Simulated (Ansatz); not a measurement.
# HF/3-21G run of CHClFGeN (SMILES N#[C][GeH]([F])[Cl])

Aim: the vertical singlet–triplet gap of CHClFGeN at HF/3-21G, from 2 runs. 

Program for the calculation: Ansatz 0.2.0.

154 further runs of the same task are left out: 1 that didn't finish, 153 set aside as unsound or not needed.

**1. The molecule**

CHClFGeN has 6 atoms, charge 0, and is taken as a singlet. As SMILES, `N#[C][GeH]([F])[Cl]`. The shape is that of a PBE0-D4/def2-TZVP optimisation.

Bond lengths: N1–C2 1.151 Å, C2–Ge3 1.913 Å, Ge3–F4 1.718 Å, Ge3–Cl5 2.113 Å, Ge3–H6 1.520 Å. Angles: N1–C2–Ge3 178.0°, C2–Ge3–F4 105.5°, C2–Ge3–Cl5 108.2°, F4–Ge3–Cl5 107.8°, C2–Ge3–H6 113.0°, F4–Ge3–H6 109.5°, Cl5–Ge3–H6 112.5°.

**2. The energy at HF/3-21G**

File input.yaml:

```yaml
crystal:
  periodic: [false, false, false]
  atoms:
    - {symbol: N, position_ang: [-1.036900, -2.307000, 0.030700]}
    - {symbol: C, position_ang: [-0.544000, -1.267300, 0.040100]}
    - {symbol: Ge, position_ang: [0.237100, 0.477900, 0.107700]}
    - {symbol: F, position_ang: [1.896000, 0.253800, -0.276600]}
    - {symbol: Cl, position_ang: [-0.627600, 1.648100, -1.423900]}
    - {symbol: H, position_ang: [0.117300, 1.130400, 1.475800]}
basis:
  gaussian: {orbitals: 3-21G-spherical.json}
magnetization: {spin_polarized: false}
hamiltonian: {xc: hf}
accuracy: high
output: {orbitals: {seedname: orbitals}}
```

The basis set 3-21G is read from a file made from the Basis Set Exchange's data (not shown).

Run with:

```
$ ansatz run input.yaml --threads 1 --pin off --max-ram 3480MiB --events-out events.jsonl --progress --plain --runs-dir runs
```

Standard output:

```text
Warning: RAYON_NUM_THREADS=1 ignored (pool sized by the plan → 1); use --threads N
Functional definition: HF
  name "HF"
  exchange = exact_x
  correlation = 0
1298 factors; integrals over basis functions are off by at most 1.0e-8 eV
mean field evaluation 1: about -73848.4463 eV, gradient 3.7e1 eV
mean field evaluation 2: about -73848.7578 eV, gradient 3.7e1 eV
mean field evaluation 4: about -73852.1704 eV, gradient 3.8e0 eV
mean field evaluation 8: about -73852.2300 eV, gradient 3.7e-1 eV
mean field evaluation 16: about -73852.2307 eV, gradient 1.8e-8 eV
mean field -73852.23071634 eV, -2714.0194199856 hartree, gradient 2.2e-8 eV, S^2 0.000000; 0 other end points of the search recorded, 0 dependent functions left out
reference -73852.23071634 eV, -2714.0194199856 hartree; 36, 36 occupied and 28, 28 virtual orbitals, 1298 factors
Total energy: -73852.23071634 eV, -2714.0194199856 hartree
```

Wall time 1.4 s (1 thread of Arm Neoverse V1, shared host); peak memory 0.16 GiB.

**3. The triplet at the same level**

File job.yaml:

```yaml
crystal:
  periodic: [false, false, false]
  atoms:
    - {symbol: N, position_ang: [-1.036900, -2.307000, 0.030700]}
    - {symbol: C, position_ang: [-0.544000, -1.267300, 0.040100]}
    - {symbol: Ge, position_ang: [0.237100, 0.477900, 0.107700]}
    - {symbol: F, position_ang: [1.896000, 0.253800, -0.276600]}
    - {symbol: Cl, position_ang: [-0.627600, 1.648100, -1.423900]}
    - {symbol: H, position_ang: [0.117300, 1.130400, 1.475800]}
basis:
  gaussian: {orbitals: 3-21G-spherical.json}
magnetization: {spin_polarized: true, initial_magnetization: 2}
hamiltonian: {xc: hf}
output: {orbitals: {seedname: orbitals}}
accuracy: high
```

The basis set 3-21G is read from a file made from the Basis Set Exchange's data (not shown).

Run with:

```
$ ansatz run job.yaml --threads 1 --pin off --max-ram 3480MiB --events-out events.jsonl --progress --plain --runs-dir runs
```

Standard output (excerpt; [...] marks lines left out):

```text
Warning: RAYON_NUM_THREADS=1 ignored (pool sized by the plan → 1); use --threads N
[... 2 set-up lines as earlier in the session ...]
[...]
1298 factors; integrals over basis functions are off by at most 1.0e-8 eV
[...]
mean field -73846.83233135 eV, -2713.8210329965 hartree, gradient 4.2e-8 eV, S^2 2.010114; 5 other end points of the search recorded, 0 dependent functions left out
reference -73846.83233135 eV, -2713.8210329965 hartree; 37, 35 occupied and 27, 29 virtual orbitals, 1298 factors
Total energy: -73846.83233135 eV, -2713.8210329965 hartree
```

Run time: 25 s. Hardware: 1 thread of Arm Neoverse V1, shared host; peak memory 0.24 GiB.

**4. Outcome**

Level: HF/3-21G.

| quantity | value |
| --- | --- |
| singlet: total energy | -2714.01942 Eh |
| singlet: HOMO energy | -13.50 eV |
| singlet: LUMO energy | 2.16 eV |
| singlet: HOMO–LUMO gap | 15.66 eV |
| triplet: total energy | -2713.82103 Eh |
| triplet: HOMO energy (highest over α and β) | -8.22 eV |
| triplet: LUMO energy (lowest over α and β) | -1.40 eV |
| triplet: ⟨S²⟩ | 2.010 |
| vertical energy of the triplet above the singlet | 5.398 eV |

In words: At this shape the triplet lies 5.40 eV (124 kcal/mol) above the singlet.
